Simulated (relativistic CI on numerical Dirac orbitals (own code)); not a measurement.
# Ne⁺: one ion under different settings

Aim: see what numerical and physical settings do to the SCF, the total energy and the lowest levels of Ne⁺.

The numbers are computed with relativistic CI on numerical Dirac orbitals (own code) version 3 (Dirac-Coulomb-Breit CI, KLI orbitals optimised for each configuration, model QED (radiative potential, 1s self-energy scaled to tabulated hydrogen-like ionisation energies), numerical settings as typed), except any that are marked as measured or tabulated.

## 1. Starting point

- ion: Ne⁺ (Ne II)
- nuclear charge: 10
- electrons: 9
- isotope: A = 20

## 2. Usual settings

Settings, as recorded:

```ini
atom Ne  Z=10  charge=1  electrons=9
nucleus A=20  rms_radius_fm=3.0055
hamiltonian dirac-coulomb  breit=on  qed=on  c_scale=1
orbitals kli  potential=per-configuration
slater_scale 1
correlation none
mixing on
grid step=0.0125 r_max=34.5
scf mixing=0.4 start=green max_iterations=150 tolerance=2e-08 node_fill=0.05
configurations
  [He] 2s2 2p5
  [He] 2s 2p6
end
```

Launch:

```
$ python run_levels.py task.json out
```

One command runs all members of the session, one after another, from task.json.

## 3. QED terms off

Settings: those of step 2 with these lines changed.

```diff
@@ -2,3 +2,3 @@
 nucleus A=20  rms_radius_fm=3.0055
-hamiltonian dirac-coulomb  breit=on  qed=on  c_scale=1
+hamiltonian dirac-coulomb  breit=on  qed=off  c_scale=1
 orbitals kli  potential=per-configuration
```

## 4. Grid step 0.008

Settings, as recorded:

```ini
atom Ne  Z=10  charge=1  electrons=9
nucleus A=20  rms_radius_fm=3.0055
hamiltonian dirac-coulomb  breit=on  qed=on  c_scale=1
orbitals kli  potential=per-configuration
slater_scale 1
correlation none
mixing on
grid step=0.008 r_max=34.5
scf mixing=0.4 start=green max_iterations=150 tolerance=2e-08 node_fill=0.05
configurations
  [He] 2s2 2p5
  [He] 2s 2p6
end
```

## 5. Nuclear radius 2.705

Settings, as recorded:

```ini
atom Ne  Z=10  charge=1  electrons=9
nucleus A=20  rms_radius_fm=2.7050
hamiltonian dirac-coulomb  breit=on  qed=on  c_scale=1
orbitals kli  potential=per-configuration
slater_scale 1
correlation none
mixing on
grid step=0.0125 r_max=34.5
scf mixing=0.4 start=green max_iterations=150 tolerance=2e-08 node_fill=0.05
configurations
  [He] 2s2 2p5
  [He] 2s 2p6
end
```

## 6. Tolerance 1e-05

Settings, as recorded:

```ini
atom Ne  Z=10  charge=1  electrons=9
nucleus A=20  rms_radius_fm=3.0055
hamiltonian dirac-coulomb  breit=on  qed=on  c_scale=1
orbitals kli  potential=per-configuration
slater_scale 1
correlation none
mixing on
grid step=0.0125 r_max=34.5
scf mixing=0.4 start=green max_iterations=150 tolerance=1e-05 node_fill=0.05
configurations
  [He] 2s2 2p5
  [He] 2s 2p6
end
```

## 7. Tolerance 0.05

Settings: those of step 6 with these lines changed.

```diff
@@ -8,3 +8,3 @@
 grid step=0.0125 r_max=34.5
-scf mixing=0.4 start=green max_iterations=150 tolerance=1e-05 node_fill=0.05
+scf mixing=0.4 start=green max_iterations=87 tolerance=0.05 node_fill=0.05
 configurations
```

(Steps that only read results are left out.)

What does the calculation give? Wanted: lowest level, usual settings; total energy; first excitation.

As calculated:

| setting | total energy less usual (Ha) | largest shift of a level among the lowest eight of both runs, same label and place (cm⁻¹) | SCF iterations | time | lowest level | kind of change |
| --- | --- | --- | --- | --- | --- | --- |
| usual | 0 | 0 | 21 | 0.071 s | 2p5 2P°3/2 | - |
| QED terms off | -0.0107 | 70.1 | 21 | 0.039 s | 2p5 2P°3/2 | model term |
| grid step 0.008 | -8.84e-06 | 0.0134 | 21 | 0.11 s | 2p5 2P°3/2 | numerical |
| nuclear radius 2.705 | 6.83e-06 | 0.0285 | 21 | 0.068 s | 2p5 2P°3/2 | unphysical constant |
| tolerance 1e-05 | 0 | 0 | 17 | 0.065 s | 2p5 2P°3/2 | numerical |
| tolerance 0.05 | 0.00337 | 268 | 6 | 0.055 s | 2p5 2P°3/2 | unsound |

```
                    quantity         value
lowest level, usual settings    2p5 2P°3/2
                total energy  -127.9353 Ha
            first excitation    765.3 cm⁻¹
```

**Reading.** Among the runs whose levels can be followed, they move most under «tolerance 0.05» (unsound), by up to 268 cm⁻¹. No visible change in the result comes from «grid step 0.008» or «nuclear radius 2.705» or «tolerance 1e-05». Only the listed configurations are in the model. Near neutrality, missing correlation can shift configurations against each other by thousands of cm⁻¹.
